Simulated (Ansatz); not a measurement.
# FGe₂H₆N: one species, many methods

How much do the methods differ for FGe₂H₆N? The plan is to run it at one geometry with functionals of several rungs and with coupled cluster. The yardstick is the atomisation energy at the CCSD(T) limit.

Method: functionals in def2-TZVPP, the program's frozen cores in correlated methods; program: Ansatz 0.2.0, Gaussian basis.

The runs, in order: LDA (SPW92), PBE-D4, revPBE-D4, BLYP-D4, r2SCAN-D4, B97M-V, PBE0-D4, B3LYP-D4, r2SCANh-D4, r2SCAN0-D4, HSE06-D4, BHLYP-D4, CAM-B3LYP-D4, LC-ωPBE, ωB97X-V, ωB97M-V, B2PLYP, PBE-QIDH; CCSD(T)/def2-SVP; CCSD(T)/def2-TZVPP; MP2/def2-QZVPP; extrapolation to the limit; RPA on PBE.

**1. Structure used throughout**

All runs share one geometry, relaxed beforehand with PBE0-D4 in a triple-zeta def2 set.

SMILES `[F][GeH2][NH][GeH3]`, 10 atoms, charge 0, spin multiplicity 1.

Atoms are counted from 1 here; the program's logs count them from 0.

Bond lengths: F1–Ge2 1.750 Å, Ge2–N3 1.807 Å, Ge2–H5 1.531 Å, Ge2–H6 1.532 Å, N3–Ge4 1.843 Å, N3–H7 1.010 Å, Ge4–H8 1.535 Å, Ge4–H9 1.540 Å, Ge4–H10 1.538 Å. Angles: F1–Ge2–N3 110.3°, F1–Ge2–H5 105.0°, F1–Ge2–H6 105.0°, N3–Ge2–H5 109.4°, N3–Ge2–H6 110.3°, H5–Ge2–H6 116.5°, Ge2–N3–Ge4 125.5°, Ge2–N3–H7 114.8°, Ge4–N3–H7 115.0°, N3–Ge4–H8 105.8°, N3–Ge4–H9 111.8°, N3–Ge4–H10 108.5°, H8–Ge4–H9 110.4°, H8–Ge4–H10 111.0°, H9–Ge4–H10 109.3°.

**2. LDA**

This LDA is Slater exchange with PW92 correlation.

The input, in.yaml:

```yaml
crystal:
  periodic: [false, false, false]
  atoms:
    - {symbol: F, position_ang: [0.655354, 1.037852, -2.259265]}
    - {symbol: Ge, position_ang: [-0.348629, 1.316288, -0.853024]}
    - {symbol: N, position_ang: [-0.688727, -0.244229, -0.007224]}
    - {symbol: Ge, position_ang: [0.520299, -1.195705, 1.008110]}
    - {symbol: H, position_ang: [0.488841, 2.217558, 0.057973]}
    - {symbol: H, position_ang: [-1.646588, 1.916009, -1.404018]}
    - {symbol: H, position_ang: [-1.430081, -0.794568, -0.416103]}
    - {symbol: H, position_ang: [1.541762, -0.167225, 1.512927]}
    - {symbol: H, position_ang: [1.223221, -2.289619, 0.183203]}
    - {symbol: H, position_ang: [-0.232353, -1.847460, 2.180521]}
basis:
  gaussian: {orbitals: def2-TZVPP}
hamiltonian: {xc: lda}
output: {orbitals: {seedname: orbitals}}
```

Run with:

```sh
> ansatz run in.yaml --threads 2 --pin off --events-out ev --progress --plain --max-ram 22528MiB --backend cpu
```

The runs that follow: PBE-D4 (GGA); revPBE-D4 (GGA); BLYP-D4 (GGA); r2SCAN-D4 (meta-GGA); B97M-V (meta-GGA); PBE0-D4 (hybrid); B3LYP-D4 (hybrid); r2SCANh-D4 (hybrid); r2SCAN0-D4 (hybrid); HSE06-D4 (hybrid); BHLYP-D4 (hybrid); CAM-B3LYP-D4 (range-separated); LC-ωPBE (range-separated); ωB97X-V (range-separated); ωB97M-V (range-separated); B2PLYP (double hybrid); PBE-QIDH (double hybrid); CCSD(T) in def2-SVP; CCSD(T) in def2-TZVPP; MP2 in def2-QZVPP; RPA on PBE orbitals.

Q: Predict the results of all the runs planned. Wanted: atomisation energy, CCSD(T)/CBS; farthest beyond LDA; mean size of error, GGA; mean size of error, meta-GGA; mean size of error, hybrid; mean size of error, range-separated; mean size of error, double hybrid; gap, smallest and largest; T1 diagnostic.

**Answer**, as computed:

| quantity | value |
| --- | --- |
| atomisation energy, CCSD(T)/CBS | 714.7 kcal/mol |
| functionals within 7.1 kcal/mol (1.0 %) | PBE-D4, B97M-V, CAM-B3LYP-D4, ωB97X-V |
| farthest beyond LDA | BHLYP-D4 (-26.8 kcal/mol) |
| mean size of error, GGA | 14.1 kcal/mol |
| mean size of error, meta-GGA | 4.9 kcal/mol |
| mean size of error, hybrid | 17.2 kcal/mol |
| mean size of error, range-separated | 6.3 kcal/mol |
| mean size of error, double hybrid | 14.8 kcal/mol |
| gap, smallest and largest | 5.41 eV (LDA (SPW92)), 12.71 eV (LC-ωPBE) |
| T1 diagnostic | 0.0118 |
| triples share of the correlation energy | 3.3 % |

**Reading.** LDA overbinds by 95.0 kcal/mol (13 %). PBE-D4 is off by -6.2 kcal/mol. Double hybrids carry the basis error of their MP2 part in triple zeta, and no dispersion term here, so their miss is partly the set-up's. The rungs meta-GGA, range-separated miss on average by less than the doubt on the reference (7.1 kcal/mol), so they tie. The reference freezes the cores and leaves out relativity and excitations past (T), and its outer-core shells are covered unevenly, so misses under about 7.1 kcal/mol can't be ranked. Hartree-Fock recovers 69 % of the binding; the rest is correlation. CCSD(T) in def2-SVP is off by -54.3 kcal/mol, which most functionals beat. The gap grows from 5.4 to 12.7 eV across the functionals, mostly with the share of exact exchange. Correlated methods include outer-core shells of Ge, which these sets cover unevenly.
